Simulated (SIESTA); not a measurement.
ScAlN2:

```
Sc Al N
1.0
    -2.19948    2.19948    4.19862
     2.19948   -2.19948    4.19862
     2.19948    2.19948   -4.19862
Sc Al N
2 2 4
Direct
  0.00000 0.00000 0.00000
  0.75000 0.25000 0.50000
  0.50000 0.50000 0.00000
  0.25000 0.75000 0.50000
  0.73751 0.73751 0.00000
  0.01249 0.51249 0.50000
  0.26249 0.26249 0.00000
  0.48751 0.98751 0.50000
```

The cell comes from a database or a generator and needn't be the stable form of this composition.

```yaml
Program: SIESTA 5.4.2
Task: single point
Functional: PBE
Potentials_or_basis: PseudoDojo 0.4 standard (PBE files)
Basis: DZP (energy shift 0.003 Ry; two zetas on semicore shells)
Grid_cutoff: 800 Ry
Energy_shift: 0.003 Ry
k_mesh: 9 × 9 × 9
Occupations: fermi-dirac, width 0.05 eV
Spin: no spin polarisation
```

On this cell: pressure 0.9 GPa; largest force 0.101 eV/Å; band gap on the k mesh 0.93 eV, indirect (least direct gap 0.97 eV).

The same run follows on a disturbed copy (atoms moved at random, drawn with an rms of 0.05 Å):

```
Sc Al N
1.0
    -2.19948    2.19948    4.19862
     2.19948   -2.19948    4.19862
     2.19948    2.19948   -4.19862
Sc Al N
2 2 4
Direct
  0.99534 0.98330 0.98780
  0.74584 0.24668 0.49786
  0.48808 0.49408 0.98464
  0.25467 0.74794 0.49623
  0.74350 0.73575 0.99848
  0.99839 0.50121 0.48220
  0.26526 0.25391 0.99475
  0.49693 0.99152 0.50193
```

Task: What changes?

Result: The energy moves by +11.0 meV/atom; pressure 1.2 GPa; largest force 0.850 eV/Å; band gap on the k mesh 1.04 eV, direct.

Forces in eV/Å, atoms in the order of the input:
```
Sc   0.403 -0.071  0.616
Sc  -0.339  0.092  0.206
Al  -0.144  0.433  0.200
Al   0.075 -0.121 -0.473
N   -0.003 -0.201 -0.349
N    0.072  0.567  0.530
N    0.120 -0.273 -0.017
N   -0.183 -0.426 -0.713
```

Stress tensor (GPa, compression positive):
```
 0.31 -0.03  0.37
-0.03  0.23  0.11
 0.37  0.11  3.01
```

Caveats: an odd mesh through Γ misses points on the zone boundary, where band edges often lie; the basis of atomic orbitals isn't converged, which shifts pressures, moduli and gaps.
